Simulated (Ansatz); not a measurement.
# Al₂H₃LiS (SMILES [Li][S][AlH][AlH2]): functionals against CCSD(T) at one geometry

An exercise on one series of results from a longer session: the logs are not shown, and one member is left open.

Computed with Ansatz 0.2.0, Gaussian basis. Level: single points in def2-TZVPP.

Correlated methods freeze the cores. The outer core shell of Li, Na, Mg and K is correlated.

## Where the work starts

SMILES `[Li][S][AlH][AlH2]`, 7 atoms, charge 0, spin multiplicity 1.

Atoms are counted from 1 here; the program's logs count them from 0.

Bond lengths: Li1–S2 2.110 Å, S2–Al3 2.126 Å, Al3–Al4 2.524 Å, Al3–H5 1.599 Å, Al4–H6 1.577 Å, Al4–H7 1.613 Å. Angles: Li1–S2–Al3 155.0°, S2–Al3–Al4 107.6°, S2–Al3–H5 119.8°, Al4–Al3–H5 132.6°, Al3–Al4–H6 120.6°, Al3–Al4–H7 130.9°, H6–Al4–H7 108.5°.

As a file:

```xyz
7
Al2H3LiS
Li    0.10540   -2.91480    2.89330
S     0.04520   -1.36260    1.46520
Al    0.34760    0.62010    0.76100
Al   -0.29790    0.66880   -1.67840
H     0.86190    1.75170    1.76680
H    -0.65240   -0.66540   -2.44110
H    -0.40030    1.89650   -2.72000
```

The first run:

Input file run/in.yaml:

```yaml
crystal:
  periodic: [false, false, false]
  atoms:
    - {symbol: Li, position_ang: [0.105400, -2.914800, 2.893300]}
    - {symbol: S, position_ang: [0.045200, -1.362600, 1.465200]}
    - {symbol: Al, position_ang: [0.347600, 0.620100, 0.761000]}
    - {symbol: Al, position_ang: [-0.297900, 0.668800, -1.678400]}
    - {symbol: H, position_ang: [0.861900, 1.751700, 1.766800]}
    - {symbol: H, position_ang: [-0.652400, -0.665400, -2.441100]}
    - {symbol: H, position_ang: [-0.400300, 1.896500, -2.720000]}
basis:
  gaussian: {orbitals: def2-TZVPP}
correlation: {method: ccsd_t}
output: {forces: true}
```

No record of the launch command was kept for these runs.

Steps of the session up to this table: CCSD(T)/def2-TZVPP; PBE0-D4/def2-TZVPP; wB97M-V/def2-TZVPP; r2SCAN-D4/def2-TZVPP; PBE-D4/def2-TZVPP; HSE06-D4/def2-TZVPP; B97M-V/def2-TZVPP.

One of the session's tables, all rows but one given; the rest of the session is left out.

| method | RMS force component (eV/Å) | angle to CCSD(T) forces (°) | dipole (D) |
| --- | --- | --- | --- |
| CCSD(T) | 0.252 | reference | 8.51 |
| PBE0-D4 | 0.223 | 10.8 | 8.36 |
| wB97M-V | 0.220 | 10.3 | 8.28 |
| r2SCAN-D4 | ? | ? | ? |
| PBE-D4 | 0.222 | 24.3 | 8.37 |
| HSE06-D4 | 0.223 | 10.6 | 8.36 |
| B97M-V | 0.204 | 12.7 | 8.70 |

Estimate the missing values for r2SCAN-D4.

As computed: RMS force component (eV/Å): 0.221; angle to CCSD(T) forces (°): 6.1; dipole (D): 8.59. In the column «RMS force component (eV/Å)» it lies between wB97M-V (0.220) and PBE-D4 (0.222).
